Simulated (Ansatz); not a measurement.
# ClH3OSn: the cost of one run

All numbers below are computed with Ansatz 0.2.0 (RKS r2SCAN/def2-SVP).

## 1. Starting point

Bond lengths: Sn1–H2 1.740 Å, Sn1–O3 1.960 Å, O3–H4 1.010 Å, Sn1–Cl5 2.408 Å, Sn1–H6 1.739 Å. Angles: H2–Sn1–O3 109.4°, H2–Sn1–Cl5 109.5°, H2–Sn1–H6 109.5°, O3–Sn1–Cl5 109.5°, O3–Sn1–H6 109.5°, Cl5–Sn1–H6 109.5°, Sn1–O3–H4 109.5°.

As a file:

```xyz
6

Sn    0.0000    0.0000    0.0000
H     0.0000    0.0000    1.7400
O     1.8483    0.0000   -0.6527
H     2.1646   -0.9521   -0.7693
Cl   -1.1351    1.9666   -0.8025
H    -0.8195   -1.4198   -0.5794
```

## 2. Preparing the start

Input file input.yaml:

```yaml
crystal:
  periodic: [false, false, false]
  atoms:
    - { symbol: Sn, position_ang: [0.0, 0.0, 0.0] }
    - { symbol: H, position_ang: [0.0, 0.0, 1.74] }
    - { symbol: O, position_ang: [1.8483, 0.0, -0.6527] }
    - { symbol: H, position_ang: [2.1646, -0.9521, -0.7693] }
    - { symbol: Cl, position_ang: [-1.1351, 1.9666, -0.8025] }
    - { symbol: H, position_ang: [-0.8195, -1.4198, -0.5794] }
basis:
  gaussian: { orbitals: def2-SVP }
hamiltonian:
  xc: r2scan
relax:
  f_tol: 0.02
  max_steps: 40
output:
  orbitals: {}
```

Started as:

```bash
$ ansatz run input.yaml --threads 1 --pin off --max-ram 2048MiB --backend cpu --events-out ev --progress --plain --runs-dir out
```

What time and memory should one allow on 1 thread of AMD EPYC 9R45 (Zen 5), shared host?

About 17 s, with a peak of 0.16 GiB.
